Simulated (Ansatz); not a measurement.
The same calculation of C₂H₅NOSi, SMILES C#C[SiH](N)O as a Python script and as an input file (the Ansatz DFT code, driven from Python).

The script, `energy.py`:
```python
import warnings

import ansatz as az
import numpy as np

warnings.simplefilter('ignore', az.DeckWarning)

molecule = (
    az.Crystal.molecule()
    .atom('C', (2.4465, -0.5047, 0.6975))
    .atom('C', (1.2789, -0.2538, 0.5687))
    .atom('Si', (-0.5233, 0.136, 0.3584))
    .atom('N', (-1.0409, -0.3879, -1.163))
    .atom('O', (-0.8596, 1.7466, 0.2949))
    .atom('H', (3.4833, -0.7252, 0.8098))
    .atom('H', (-1.3829, -0.5391, 1.3457))
    .atom('H', (-0.8729, -1.388, -1.2297))
    .atom('H', (-2.0497, -0.2722, -1.2031))
    .atom('H', (-0.4793, 2.1883, -0.4791))
)

base = (
    molecule.calculation()
    .basis(gaussian='STO-3G')
    .functional(az.LibraryFunctional('wB97'))
    .forces()
)
data = base.session().plan(threads=1).execute().report

print('reference energy %16.6f eV' % data['reference_energy_ev'])
print('total energy     %16.6f eV' % data['free_energy_ev'])
print('occupied orbitals outside the frozen core (up, down):', data['n_occupied'], ' frozen:', data['n_frozen'], ' virtual:', data['n_virtual'])

field = data['mean_field']
print('<S^2> =', round(abs(field['state']['spin_squared']), 4), ' all-electron relativity setting:', field['relativity'])
print('passes:', field['passes'])
if 'symmetry' in field:
    print('occupied orbitals by irrep:', field['symmetry']['occupied'])

symbols = [site.symbol for site in molecule.cartesian_sites]
print('forces (eV/A)')
for symbol, f in zip(symbols, data['forces_ev_ang']):
    print(f'  {symbol:2s} {f[0]:9.4f} {f[1]:9.4f} {f[2]:9.4f}')

charges = data['charge_distribution']
print('dipole moment', round(4.803205 * float(np.linalg.norm(charges['dipole_moment_e_ang'])), 3), 'D')
print('Mulliken:', [(s, round(q, 3)) for s, q in zip(symbols, charges['mulliken_charges_e'])])
```

`python energy.py` gives:
```text
reference energy    -13401.746919 eV
total energy        -13401.746919 eV
occupied orbitals outside the frozen core (up, down): [23, 23]  frozen: 0  virtual: [11, 11]
<S^2> = 0.0  all-electron relativity setting: none
passes: {'evaluations': 13, 'products': 10}
occupied orbitals by irrep: [{'A': 23}, {'A': 23}]
forces (eV/A)
  C    -0.7387    0.1816   -0.0817
  C    -0.6903   -0.0805    0.0489
  Si    0.8831   -0.1896    1.4310
  N     0.8269   -0.3235   -1.7817
  O    -1.5135    0.8666    2.9788
  H     0.6913   -0.1433    0.0766
  H     0.7415    0.7139    0.1956
  H     0.0282   -1.3913   -0.6895
  H    -1.3409    0.0138   -0.3526
  H     1.1125    0.3523   -1.8254
dipole moment 1.012 D
Mulliken: [('C', -0.134), ('C', -0.253), ('Si', 0.952), ('N', -0.588), ('O', -0.439), ('H', 0.107), ('H', -0.136), ('H', 0.149), ('H', 0.153), ('H', 0.188)]
```

`input.yaml`:
```yaml
crystal:
  periodic: [false, false, false]
  atoms:
    - { symbol: C, position_ang: [2.4465, -0.5047, 0.6975] }
    - { symbol: C, position_ang: [1.2789, -0.2538, 0.5687] }
    - { symbol: Si, position_ang: [-0.5233, 0.136, 0.3584] }
    - { symbol: "N", position_ang: [-1.0409, -0.3879, -1.163] }
    - { symbol: O, position_ang: [-0.8596, 1.7466, 0.2949] }
    - { symbol: H, position_ang: [3.4833, -0.7252, 0.8098] }
    - { symbol: H, position_ang: [-1.3829, -0.5391, 1.3457] }
    - { symbol: H, position_ang: [-0.8729, -1.388, -1.2297] }
    - { symbol: H, position_ang: [-2.0497, -0.2722, -1.2031] }
    - { symbol: H, position_ang: [-0.4793, 2.1883, -0.4791] }
basis:
  gaussian: { orbitals: STO-3G }
hamiltonian:
  xc: { name: wB97 }
output:
  forces: true
```

On the command line:
```console
$ ansatz run input.yaml --threads 1 --pin off --max-ram 4096MiB --backend cpu --events-out ev --progress --plain --runs-dir out
Engine: ansatz 0.2.0, aarch64-unknown-linux-gnu
Functional definition: wB97
  parameter omega = 0.4/bohr
  parameter cx1 = 1.13116
  parameter cx2 = -2.74915
  parameter cx3 = 12.0900
  parameter cx4 = -5.71642
  parameter css1 = -2.55352
  parameter css2 = 11.8926
  parameter css3 = -26.9452
  parameter css4 = 17.0927
  parameter cos1 = 3.99051
  parameter cos2 = -17.0066
  parameter cos3 = 1.07292
  parameter cos4 = 8.88211
  exchange = spin_sum(e_x_unif_sr(omega)*poly(b97_u_x, 1, cx1, cx2, cx3, cx4)) + exact_x_lr(omega)
  correlation = spin_sum(e_c_pw_same_spin*poly(b97_u_same, 1, css1, css2, css3, css4))
      + integral(e_c_pw_opposite_spin*poly(b97_u_opposite, 1, cos1, cos2, cos3, cos4))
438 factors; integrals over basis functions are off by at most 3.3e-5 eV
196 factors; integrals over basis functions are off by at most 3.7e-6 eV
mean field evaluation 1: about -13399.6458 eV, gradient 2.5e1 eV
mean field evaluation 2: about -13401.4937 eV, gradient 1.2e1 eV
mean field evaluation 4: about -13401.8562 eV, gradient 1.7e0 eV
mean field evaluation 8: about -13401.7469 eV, gradient 4.2e-2 eV
mean field -13401.74692580 eV, -492.5051154929 hartree, gradient 5.9e-5 eV, S^2 0.000000; 0 other end points of the search recorded, 0 dependent functions left out
the calculation of the forces begins
reference -13401.74691944 eV, -492.5051152590 hartree; 23, 23 occupied and 11, 11 virtual orbitals, 438 factors
Total energy: -13401.74691944 eV, -492.5051152590 hartree
Atom 0 at     2.446500    -0.504700     0.697500 Å, force    -0.738702     0.181594    -0.081679 eV/Å
Atom 1 at     1.278900    -0.253800     0.568700 Å, force    -0.690306    -0.080526     0.048863 eV/Å
Atom 2 at    -0.523300     0.136000     0.358400 Å, force     0.883123    -0.189591     1.431012 eV/Å
Atom 3 at    -1.040900    -0.387900    -1.163000 Å, force     0.826874    -0.323526    -1.781675 eV/Å
Atom 4 at    -0.859600     1.746600     0.294900 Å, force    -1.513494     0.866646     2.978752 eV/Å
Atom 5 at     3.483300    -0.725200     0.809800 Å, force     0.691270    -0.143294     0.076645 eV/Å
Atom 6 at    -1.382900    -0.539100     1.345700 Å, force     0.741451     0.713866     0.195611 eV/Å
Atom 7 at    -0.872900    -1.388000    -1.229700 Å, force     0.028179    -1.391283    -0.689543 eV/Å
Atom 8 at    -2.049700    -0.272200    -1.203100 Å, force    -1.340900     0.013795    -0.352617 eV/Å
Atom 9 at    -0.479300     2.188300    -0.479100 Å, force     1.112506     0.352320    -1.825369 eV/Å
Dipole moment:    -0.059545    -0.200222     0.026725 e Å
```

Caveats:
- These settings explore the input space; basis and method may be short of convergence.
- The geometry is a force-field or estimated start, not a minimum of this method, and the basis set is short of its limit.
- Run time: 4 s on 1 thread of Arm Neoverse V2, on a shared host, peak memory 0.21 GiB.

(Lines on the test bed's own set-up are left out of the output.)
